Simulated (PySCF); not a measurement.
# Cl3OV (VOCl3): the cost of one run

Programs: PySCF 2.14.0, with density-fitted response routines of our own. Each step states its level of theory. These are calculated values for one molecule in the gas phase, unless marked as measured. Atoms are numbered from 0 throughout.

### 1 The molecule as given

5 atoms, charge 0, multiplicity 1; geometry from: GFN2-xTB. The atoms were then displaced at random by about 0.01 Å, so the start is not that level's minimum.

Bonds of the start (Å): O0–V1 1.53, V1–Cl2 2.01, V1–Cl3 2.04, V1–Cl4 2.00.

### 2 Relaxing the molecule at PBE0-D3(BJ)/def2-SVP

The job: settings as JSON, then the geometry in Å.

```
{"job": {"xc": "PBE0", "basis": "def2-SVP", "d3": "d3bj", "grid": 1, "shake": 0.01, "kind": "geom"}, "charge": 0, "multiplicity": 1}
O      0.045570    -0.038540     1.630100
V     -0.002520    -0.004890     0.105220
Cl    -0.975350    -1.621760    -0.591630
Cl     1.907170    -0.001680    -0.614810
Cl    -0.941290     1.632900    -0.566780
```

Started as:

```
$ OMP_NUM_THREADS=1 python probes_run.py task.json out
```

The driver reads the jobs from task.json and runs them one after another.

Q: Estimate the wall time and peak memory of this first job on 1 thread of Arm Neoverse V1, shared host.

About 49 s, with a peak of 0.43 GiB.
